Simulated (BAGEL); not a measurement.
# triplet CH7AlOSi at 4 levels

Wanted: a comparison of 4 runs (UHF/3-21G, ROHF/6-31G*, ROHF/cc-pVDZ, UHF/cc-pVDZ) of triplet CH7AlOSi. 

The calculation is run with BAGEL 1.2.2.

1 further run of the same task is left out (it didn't finish).

**1. Starting point**

The species is CH7AlOSi (11 atoms), meant as a triplet with charge 0. SMILES of the parent species: `[CH3][AlH][O][SiH3]`. The coordinates come from a PBE0-D4/def2-TZVP relaxation. This is one conformer, not always the lowest. That shape belongs to the parent species and isn't relaxed for this state.

Bond lengths: C1–Al2 1.942 Å, Al2–O3 1.688 Å, O3–Si4 1.621 Å, C1–H5 1.093 Å, C1–H6 1.096 Å, C1–H7 1.094 Å, Al2–H8 1.582 Å, Si4–H9 1.488 Å, Si4–H10 1.489 Å, Si4–H11 1.488 Å. Some angles: C1–Al2–O3 119.8°, Al2–O3–Si4 169.7°, C1–Al2–H8 124.0°, O3–Al2–H8 116.2°, Al2–C1–H5 112.4°, Al2–C1–H6 110.3°, Al2–C1–H7 111.7°, O3–Si4–H9 110.1°, O3–Si4–H10 110.8°, O3–Si4–H11 110.2°.

**2. The energy at UHF/3-21G (density fitting with cc-pvqz-jkfit) (run 1)**

hf.json

```json
{ "bagel" : [

{
  "title" : "molecule",
  "basis" : "3-21g",
  "df_basis" : "cc-pvqz-jkfit",
  "angstrom" : "true",
  "geometry" : [
    { "atom" : "C", "xyz" : [   -1.516100,    1.536800,   -0.427400 ] },
    { "atom" : "Al", "xyz" : [   -1.148200,   -0.171900,    0.419400 ] },
    { "atom" : "O", "xyz" : [    0.407500,   -0.823300,    0.350400 ] },
    { "atom" : "Si", "xyz" : [    1.960700,   -1.220800,    0.113400 ] },
    { "atom" : "H", "xyz" : [   -0.796600,    1.774200,   -1.214900 ] },
    { "atom" : "H", "xyz" : [   -1.467000,    2.345400,    0.310900 ] },
    { "atom" : "H", "xyz" : [   -2.521600,    1.566500,   -0.857000 ] },
    { "atom" : "H", "xyz" : [   -2.226500,   -1.018100,    1.209700 ] },
    { "atom" : "H", "xyz" : [    2.731500,   -1.046600,    1.374000 ] },
    { "atom" : "H", "xyz" : [    2.573500,   -0.359900,   -0.936300 ] },
    { "atom" : "H", "xyz" : [    2.068100,   -2.639400,   -0.321500 ] }
  ]
},
{ "title" : "uhf", "nopen" : 2 },
{ "title" : "print", "file" : "orbitals.molden", "orbitals" : "true" }

]}
```

The run is started by

```console
$ BAGEL_NUM_THREADS=1 BAGEL hf.json > hf.out
```

What it wrote:

```text
* using 1 threads per process

  ===============================================================
  ===============================================================

  *** Geometry ***

  { "atom" : "C", "xyz" : [     -2.865014,      2.904131,     -0.807669 ] },
  { "atom" : "Al", "xyz" : [     -2.169784,     -0.324844,      0.792551 ] },
  { "atom" : "O", "xyz" : [      0.770063,     -1.555812,      0.662160 ] },
[... 7 lines of this table left out ...]
  { "atom" : "H", "xyz" : [      3.908143,     -4.987743,     -0.607547 ] },

  Number of auxiliary basis functions:      865

  Since a DF basis is specified, we compute 2- and 3-index integrals:
    o Being stored without compression. Storage requirement is 0.023 GB

  Number of basis functions:       58
  Number of electrons      :       48

    * METHOD: MOLECULE                             0.85

  *** Open-shell HF ***

  === Nuclear Repulsion ===
   201.2563603275

      * DIIS with orbital gradients will be used.

  === UHF iteration (3-21g) ===
      0       -643.76213582          0.04991137           0.25
      1       -643.82968410          0.04891014           0.25
      2       -643.88412728          0.03931164           0.24
[... 50 lines of this table left out ...]
     53       -643.98895305          0.00000001           0.27
    * SCF iteration converged.

    * S^2 (UHF) is 2.0252

    * Permanent dipole moment:
           (    0.214370,    -0.733269,     0.462334) a.u.

    * METHOD: UHF                                 15.71

    * METHOD: PRINT                                0.02

  ===============================================================
```

It took 17 s on 1 thread of AMD EPYC 7R43 (Zen 3), shared host; peak memory 0.14 GiB.

**3. The energy at ROHF/6-31G(d) (density fitting with cc-pvqz-jkfit, spherical functions) (run 2)**

hf.json

```json
{ "bagel" : [

{
  "title" : "molecule",
  "basis" : "6-31gs.json",
  "df_basis" : "cc-pvqz-jkfit",
  "angstrom" : "true",
  "geometry" : [
    { "atom" : "C", "xyz" : [      -1.516100,       1.536800,      -0.427400 ] },
    { "atom" : "Al", "xyz" : [      -1.148200,      -0.171900,       0.419400 ] },
    { "atom" : "O", "xyz" : [       0.407500,      -0.823300,       0.350400 ] },
    { "atom" : "Si", "xyz" : [       1.960700,      -1.220800,       0.113400 ] },
    { "atom" : "H", "xyz" : [      -0.796600,       1.774200,      -1.214900 ] },
    { "atom" : "H", "xyz" : [      -1.467000,       2.345400,       0.310900 ] },
    { "atom" : "H", "xyz" : [      -2.521600,       1.566500,      -0.857000 ] },
    { "atom" : "H", "xyz" : [      -2.226500,      -1.018100,       1.209700 ] },
    { "atom" : "H", "xyz" : [       2.731500,      -1.046600,       1.374000 ] },
    { "atom" : "H", "xyz" : [       2.573500,      -0.359900,      -0.936300 ] },
    { "atom" : "H", "xyz" : [       2.068100,      -2.639400,      -0.321500 ] }
  ]
},

{ "title" : "rohf", "nopen" : 2 },

{ "title" : "print", "file" : "orbitals.molden", "orbitals" : "true" }

]}
```

The basis set 6-31G* is read from a file made from the Basis Set Exchange's data (not shown).

The run is started by

```console
$ BAGEL_NUM_THREADS=1 BAGEL hf.json > hf.out
```

What it wrote:

```text
* using 1 threads per process

  ===============================================================
  ===============================================================

  *** Geometry ***

  { "atom" : "C", "xyz" : [     -2.865014,      2.904131,     -0.807669 ] },
  { "atom" : "Al", "xyz" : [     -2.169784,     -0.324844,      0.792551 ] },
  { "atom" : "O", "xyz" : [      0.770063,     -1.555812,      0.662160 ] },
[... 7 lines of this table left out ...]
  { "atom" : "H", "xyz" : [      3.908143,     -4.987743,     -0.607547 ] },

  Number of auxiliary basis functions:      865

  Since a DF basis is specified, we compute 2- and 3-index integrals:
    o Being stored without compression. Storage requirement is 0.042 GB

  Number of basis functions:       78
  Number of electrons      :       48

    * METHOD: MOLECULE                             1.17

  *** Open-shell HF ***

  === Nuclear Repulsion ===
   201.2563603275

      * DIIS with orbital gradients will be used.

  === ROHF iteration (6-31gs.json) ===
      0       -647.13730054          0.04502298           0.38
      1       -647.22574552          0.04311125           0.40
      2       -647.29479446          0.03448171           0.36
[... 35 lines of this table left out ...]
     38       -647.45286986          0.00000001           0.33
    * SCF iteration converged.

    * S^2 (ROHF) is 2.0000

    * Permanent dipole moment:
           (    0.581334,    -1.031961,     0.607709) a.u.

    * METHOD: ROHF                                14.13

    * METHOD: PRINT                                0.03

  ===============================================================
```

It took 16 s on 1 thread of AMD EPYC 7R43 (Zen 3), shared host; peak memory 0.17 GiB.

Run 3 isn't shown in full; the table further down has it.

**4. A single-point energy at UHF/cc-pVDZ (density fitting with cc-pvqz-jkfit) (run 4)**

job.json

```json
{ "bagel": [

{
  "title": "molecule",
  "basis": "cc-pvdz.json",
  "df_basis": "cc-pvqz-jkfit",
  "angstrom": true,
  "geometry": [
    { "atom": "C", "xyz": [   -1.516100,    1.536800,   -0.427400 ] },
    { "atom": "Al", "xyz": [   -1.148200,   -0.171900,    0.419400 ] },
    { "atom": "O", "xyz": [    0.407500,   -0.823300,    0.350400 ] },
    { "atom": "Si", "xyz": [    1.960700,   -1.220800,    0.113400 ] },
    { "atom": "H", "xyz": [   -0.796600,    1.774200,   -1.214900 ] },
    { "atom": "H", "xyz": [   -1.467000,    2.345400,    0.310900 ] },
    { "atom": "H", "xyz": [   -2.521600,    1.566500,   -0.857000 ] },
    { "atom": "H", "xyz": [   -2.226500,   -1.018100,    1.209700 ] },
    { "atom": "H", "xyz": [    2.731500,   -1.046600,    1.374000 ] },
    { "atom": "H", "xyz": [    2.573500,   -0.359900,   -0.936300 ] },
    { "atom": "H", "xyz": [    2.068100,   -2.639400,   -0.321500 ] }
  ]
},
{ "title": "uhf", "nopen": 2 },
{ "title": "print", "file": "orbitals.molden", "orbitals": true }

]}
```

The basis set cc-pVDZ is read from a file made from the Basis Set Exchange's data (not shown).

The run is started by

```console
$ BAGEL_NUM_THREADS=1 BAGEL job.json > job.out
```

What it wrote:

```text
* using 1 threads per process

  ===============================================================
  ===============================================================

  *** Geometry ***

  { "atom" : "C", "xyz" : [     -2.865014,      2.904131,     -0.807669 ] },
  { "atom" : "Al", "xyz" : [     -2.169784,     -0.324844,      0.792551 ] },
  { "atom" : "O", "xyz" : [      0.770063,     -1.555812,      0.662160 ] },
[... 7 lines of this table left out ...]
  { "atom" : "H", "xyz" : [      3.908143,     -4.987743,     -0.607547 ] },

  Number of auxiliary basis functions:      865

  Since a DF basis is specified, we compute 2- and 3-index integrals:
    o Being stored without compression. Storage requirement is 0.068 GB

  Number of basis functions:       99
  Number of electrons      :       48

    * METHOD: MOLECULE                             1.55

  *** Open-shell HF ***

  === Nuclear Repulsion ===
   201.2563603275

      * DIIS with orbital gradients will be used.

  === UHF iteration (cc-pvdz.json) ===
      0       -647.07319087          0.03128159           0.52
      1       -647.04876201          0.04324261           0.54
      2       -647.12711609          0.03217757           0.57
[... 46 lines of this table left out ...]
     49       -647.48928242          0.00000001           0.50
    * SCF iteration converged.

    * S^2 (UHF) is 2.0268

    * Permanent dipole moment:
           (    0.590173,    -1.004952,     0.572723) a.u.

    * METHOD: UHF                                 24.64

    * METHOD: PRINT                                0.08

  ===============================================================
```

Wall time 27 s (1 thread of AMD EPYC 7R43 (Zen 3), shared host); peak memory 0.22 GiB.

**5. The series**

```tsv
run	level	energy (Eh)	dipole moment (D)	⟨S²⟩	wall time
1	UHF/3-21G (density fitting with cc-pvqz-jkfit)	-643.988953	2.27	2.025	17 s
2	ROHF/6-31G* (density fitting with cc-pvqz-jkfit, spherical functions)	-647.452870	3.38	2.000	16 s
3	ROHF/cc-pVDZ (density fitting with cc-pvqz-jkfit)	-647.482859	3.49	2.000	25 s
4	UHF/cc-pVDZ (density fitting with cc-pvqz-jkfit)	-647.489282	3.30	2.027	27 s
```

**6. Results**

| quantity | value |
| --- | --- |
| run 4: total energy | -647.48928 Eh |
| run 4: dipole moment | 3.30 D |
| run 4: ⟨S²⟩ | 2.027 |

In words: The dipole moment (its size) runs from 2.27 D (UHF/3-21G) to 3.49 D (ROHF/cc-pVDZ). The two ends differ in method and basis. All runs together took 85 s, the longest 27 s.
